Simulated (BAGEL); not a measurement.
# BSiPH5F (SMILES BP[SiH2]F): RI-MP2/cc-pVDZ (density fitting with qzvpp-jkfit)

Aim: the energy change on altering one bond length of BSiPH5F at RI-MP2/cc-pVDZ (density fitting with qzvpp-jkfit), from 2 runs. 

The results are computed with BAGEL 1.2.2.

### 1 The molecule

The species is BSiPH5F (9 atoms), meant as a singlet with charge 0. SMILES: `BP[SiH2]F`. The coordinates come from a GFN2-xTB relaxation. This is one conformer, not always the lowest.

Bond lengths: B1–P2 1.829 Å, P2–Si3 2.222 Å, Si3–F4 1.615 Å, B1–H5 1.168 Å, B1–H6 1.170 Å, P2–H7 1.380 Å, Si3–H8 1.453 Å, Si3–H9 1.454 Å. Some angles: B1–P2–Si3 106.7°, P2–Si3–F4 113.5°, B1–P2–H7 104.1°, Si3–P2–H7 100.8°, P2–B1–H5 120.8°, P2–B1–H6 118.2°, P2–Si3–H8 110.4°, P2–Si3–H9 108.8°, F4–Si3–H8 103.8°, F4–Si3–H9 103.4°.

### 2 The energy at RI-MP2/cc-pVDZ (density fitting with qzvpp-jkfit)

The input, mp2.json:

```json
{ "bagel" : [

{
  "title" : "molecule",
  "basis" : "cc-pvdz.json",
  "df_basis" : "qzvpp-jkfit",
  "angstrom" : true,
  "geometry" : [
    { "atom" : "B", "xyz" : [      -0.532970,       1.197230,      -1.244430 ] },
    { "atom" : "P", "xyz" : [       0.725730,       0.892030,       0.046950 ] },
    { "atom" : "Si", "xyz" : [       0.085200,      -0.931350,       1.143990 ] },
    { "atom" : "F", "xyz" : [      -0.286140,      -2.169000,       0.174410 ] },
    { "atom" : "H", "xyz" : [      -0.216340,       1.421910,      -2.346040 ] },
    { "atom" : "H", "xyz" : [      -1.651250,       1.296760,      -0.913980 ] },
    { "atom" : "H", "xyz" : [       1.812790,       0.404740,      -0.650580 ] },
    { "atom" : "H", "xyz" : [      -1.146650,      -0.678830,       1.872860 ] },
    { "atom" : "H", "xyz" : [       1.209620,      -1.433490,       1.916820 ] }
  ]
},

{ "title" : "hf" },

{ "title" : "mp2", "ncore" : 12 }

]}
```

The basis set cc-pVDZ is read from a file made from the Basis Set Exchange's data (not shown).

Command:

```sh
$ BAGEL_NUM_THREADS=1 BAGEL mp2.json > mp2.out
```

The log of the run:

```text
* using 1 threads per process

  ===============================================================
  ===============================================================

  *** Geometry ***

  { "atom" : "B", "xyz" : [     -1.007167,      2.262437,     -2.351632 ] },
  { "atom" : "P", "xyz" : [      1.371431,      1.685692,      0.088723 ] },
  { "atom" : "Si", "xyz" : [      0.161005,     -1.759996,      2.161828 ] },
  { "atom" : "F", "xyz" : [     -0.540726,     -4.098816,      0.329587 ] },
  { "atom" : "H", "xyz" : [     -0.408823,      2.687020,     -4.433373 ] },
  { "atom" : "H", "xyz" : [     -3.120410,      2.450521,     -1.727172 ] },
  { "atom" : "H", "xyz" : [      3.425677,      0.764848,     -1.229418 ] },
  { "atom" : "H", "xyz" : [     -2.166854,     -1.282803,      3.539192 ] },
  { "atom" : "H", "xyz" : [      2.285851,     -2.708904,      3.622265 ] },

  Number of auxiliary basis functions:      498

  Since a DF basis is specified, we compute 2- and 3-index integrals:
    o Being stored without compression. Storage requirement is 0.032 GB

  Number of basis functions:       89
  Number of electrons      :       48

    * METHOD: MOLECULE                             0.21

  *** RHF ***

  === Nuclear Repulsion ===
   202.8407729373

      * DIIS with orbital gradients will be used.

  === RHF iteration (cc-pvdz.json) ===
      0       -756.56012758          0.01324724           0.06
      1       -756.69070775          0.00774784           0.06
      2       -756.74528390          0.00155392           0.06
      3       -756.74815367          0.00044561           0.06
      4       -756.74837058          0.00014698           0.06
      5       -756.74841203          0.00004628           0.06
      6       -756.74841654          0.00001309           0.06
      7       -756.74841678          0.00000444           0.06
      8       -756.74841682          0.00000140           0.06
      9       -756.74841682          0.00000055           0.06
     10       -756.74841682          0.00000028           0.06
     11       -756.74841682          0.00000010           0.06
     12       -756.74841682          0.00000004           0.06
     13       -756.74841682          0.00000002           0.06
     14       -756.74841682          0.00000001           0.06
    * SCF iteration converged.

    * Permanent dipole moment:
           (   -0.181837,    -0.322385,    -0.266033) a.u.

    * METHOD: HF                                   1.05

  *** RHF ***

  === Nuclear Repulsion ===
   202.8407729373

      * DIIS with orbital gradients will be used.

  === RHF iteration (cc-pvdz.json) ===
      0       -756.74841682          0.00000000           0.06
    * SCF iteration converged.

    * Permanent dipole moment:
           (   -0.181837,    -0.322386,    -0.266033) a.u.

  === DF-MP2 calculation ===

    * freezing 12 orbitals
    * 3-index integral transformation done
    * assembly done

      MP2 correlation energy:   -0.4888758317      0.03

      MP2 total energy:       -757.2372926540

    * METHOD: MP2                                  0.16

  ===============================================================
```

It took 1.6 s on 1 thread of Arm Neoverse V2, shared host; peak memory 0.13 GiB.

### 3 The distorted shape, same level

The input, input.json:

```json
{ "bagel" : [

{
  "title" : "molecule",
  "basis" : "cc-pvdz.json",
  "df_basis" : "qzvpp-jkfit",
  "angstrom" : true,
  "geometry" : [
    { "atom" : "B", "xyz" : [       0.082996,       1.070962,      -1.608889 ] },
    { "atom" : "P", "xyz" : [       1.341696,       0.765762,      -0.317509 ] },
    { "atom" : "Si", "xyz" : [       0.701166,      -1.057618,       0.779531 ] },
    { "atom" : "F", "xyz" : [       0.329826,      -2.295268,      -0.190049 ] },
    { "atom" : "H", "xyz" : [       0.399626,       1.295642,      -2.710499 ] },
    { "atom" : "H", "xyz" : [      -1.035284,       1.170492,      -1.278439 ] },
    { "atom" : "H", "xyz" : [       2.428756,       0.278472,      -1.015039 ] },
    { "atom" : "H", "xyz" : [      -1.146650,      -0.678830,       1.872860 ] },
    { "atom" : "H", "xyz" : [       1.825586,      -1.559758,       1.552361 ] }
  ]
},

{
  "title" : "hf"
},

{
  "title" : "mp2",
  "ncore" : 12
}

]}
```

The basis set cc-pVDZ is read from a file made from the Basis Set Exchange's data (not shown).

Command:

```sh
$ BAGEL_NUM_THREADS=1 BAGEL input.json > input.out
```

The log of the run:

```text
* using 1 threads per process

  ===============================================================
  ===============================================================

  *** Geometry ***

  { "atom" : "B", "xyz" : [      0.156840,      2.023825,     -3.040360 ] },
  { "atom" : "P", "xyz" : [      2.535438,      1.447080,     -0.600005 ] },
  { "atom" : "Si", "xyz" : [      1.325012,     -1.998608,      1.473100 ] },
  { "atom" : "F", "xyz" : [      0.623281,     -4.337428,     -0.359141 ] },
  { "atom" : "H", "xyz" : [      0.755184,      2.448409,     -5.122101 ] },
  { "atom" : "H", "xyz" : [     -1.956403,      2.211909,     -2.415900 ] },
  { "atom" : "H", "xyz" : [      4.589684,      0.526236,     -1.918146 ] },
  { "atom" : "H", "xyz" : [     -2.166854,     -1.282803,      3.539192 ] },
  { "atom" : "H", "xyz" : [      3.449858,     -2.947515,      2.933537 ] },

  Number of auxiliary basis functions:      498

  Since a DF basis is specified, we compute 2- and 3-index integrals:
    o Being stored without compression. Storage requirement is 0.032 GB

  Number of basis functions:       89
  Number of electrons      :       48

    * METHOD: MOLECULE                             0.21

  *** RHF ***

  === Nuclear Repulsion ===
   200.1990047093

      * DIIS with orbital gradients will be used.

  === RHF iteration (cc-pvdz.json) ===
      0       -756.47880516          0.01327624           0.06
      1       -756.60789347          0.00801589           0.06
      2       -756.66679133          0.00157582           0.06
      3       -756.66989629          0.00047002           0.06
      4       -756.67014833          0.00015381           0.06
      5       -756.67019460          0.00004698           0.06
      6       -756.67019929          0.00001225           0.06
      7       -756.67019951          0.00000420           0.06
      8       -756.67019954          0.00000146           0.06
      9       -756.67019954          0.00000058           0.06
     10       -756.67019954          0.00000029           0.06
     11       -756.67019954          0.00000011           0.06
     12       -756.67019954          0.00000004           0.06
     13       -756.67019954          0.00000002           0.06
     14       -756.67019954          0.00000001           0.06
    * SCF iteration converged.

    * Permanent dipole moment:
           (   -0.597523,    -0.325001,     0.075145) a.u.

    * METHOD: HF                                   0.99

  *** RHF ***

  === Nuclear Repulsion ===
   200.1990047093

      * DIIS with orbital gradients will be used.

  === RHF iteration (cc-pvdz.json) ===
      0       -756.67019954          0.00000000           0.05
    * SCF iteration converged.

    * Permanent dipole moment:
           (   -0.597523,    -0.325002,     0.075145) a.u.

  === DF-MP2 calculation ===

    * freezing 12 orbitals
    * 3-index integral transformation done
    * assembly done

      MP2 correlation energy:   -0.4942533555      0.03

      MP2 total energy:       -757.1644528958

    * METHOD: MP2                                  0.16

  ===============================================================
```

Wall time 1.5 s (1 thread of Arm Neoverse V2, shared host); peak memory 0.13 GiB.

### 4 What came out

At RI-MP2/cc-pVDZ (density fitting with qzvpp-jkfit), 12 core orbitals frozen:

```
                                                          quantity          value
                                         first shape: total energy  -757.23729 Eh
         first shape: correlation energy (12 core orbitals frozen)     -488.9 mEh
                                     distorted shape: total energy  -757.16445 Eh
     distorted shape: correlation energy (12 core orbitals frozen)     -494.3 mEh
energy change with the Si3–H8 bond stretched from 1.453 to 2.180 Å       1.982 eV
```

**Reading.** With the Si3–H8 bond stretched from 1.453 to 2.180 Å the energy rises by 1.98 eV (191 kJ/mol). The first shape isn't relaxed at this level, so the change isn't measured from a minimum.
